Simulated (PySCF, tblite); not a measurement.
# C₅H₉N₂Si radical: geometry, infrared bands and EPR parameters

Aim: predict the infrared bands and EPR parameters of C₅H₉N₂Si radical (`[SiH3]CC1=C[N]CN=C1`).

Computed with tblite 0.8.0 and PySCF 2.14.0, with density-fitted response routines of our own, on a single molecule in the gas phase. Atoms are numbered from 0 throughout.

### Step 1. The starting structure

17 atoms, charge 0, multiplicity 2; geometry from: force field or distance geometry start.

Bonds of the start (Å): Si0–C1 1.85, C1–C2 1.51, C2–C3 1.32, C3–N4 1.42, N4–C5 1.45, C5–N6 1.44, N6–C7 1.27, C7–C2 1.48, Si0–H8 1.47, Si0–H9 1.48, Si0–H10 1.48, C1–H11 1.12, C1–H12 1.11, C3–H13 1.10, C5–H14 1.13, C5–H15 1.12, C7–H16 1.08.

### Step 2. Relaxing the molecule with GFN2-xTB

Job settings and geometry (Å):

```
{"job": {"kind": "relax", "xc": "GFN2-xTB", "basis": "xTB"}, "charge": 0, "multiplicity": 2}
Si    -2.494300     0.405400     0.192800
C     -1.284700    -0.995000     0.202500
C      0.128700    -0.475200     0.202600
C      0.975600    -0.750100    -0.772200
N      2.281500    -0.199100    -0.662600
C      2.691000     0.664600     0.431100
N      1.655100     0.888000     1.399600
C      0.480000     0.397400     1.345300
H     -1.897100     1.648400     0.697700
H     -3.658800    -0.037800     0.998700
H     -2.984600     0.691600    -1.170300
H     -1.433500    -1.630700     1.108300
H     -1.463400    -1.594900    -0.710300
H      0.697300    -1.402900    -1.606400
H      2.987200     1.633000    -0.061400
H      3.556200     0.154100     0.924500
H     -0.243000     0.615400     2.119500
```

Command:

```
> OMP_NUM_THREADS=1 python probes_run.py task.json out
```

The driver reads the jobs from task.json and runs them one after another.

**Question.** This job is followed by: GFN2-xTB harmonic vibrations, gas phase; UKS B3LYP, pcH-1 on C H N Si, non-relativistic, mean-field spin-orbit, GIAO. What will the session give for the following? strongest single infrared mode (GFN2-xTB); zero-point energy (GFN2-xTB); g(iso) (B3LYP); ⟨S²⟩; largest a(iso) (averaged by class); surface potential, 1st and 99th percentile.

The runs gave:

| quantity | value |
| --- | --- |
| strongest single infrared mode (GFN2-xTB) | 779 cm⁻¹, 378 km/mol |
| zero-point energy (GFN2-xTB) | 78.1 kcal/mol |
| g(iso) (B3LYP) | 2.00383 |
| ⟨S²⟩ | 0.780 (exact 0.75) |
| largest a(iso) (averaged by class) | 1H on H14, H15, 157.4 MHz |
| surface potential, 1st and 99th percentile | -1.70 V and 1.26 V |

What this shows: Over 97 steps the energy fell by 1.062 eV; of the close pairs, C3–N4 changed most, 1.422 to 1.287 Å. All 45 modes are real, so the xTB geometry is a minimum. The strongest single mode, at 779 cm⁻¹, has its largest shares on H10, H8 and H9 (the list is cut at 3 atoms). Unscaled tight-binding wavenumbers are off by several per cent, some by more. Its intensities can rank the bands wrongly. C2 carries the largest spin population, 0.56 e. The isotropic g lies 1.5 ppt above the free-electron value.
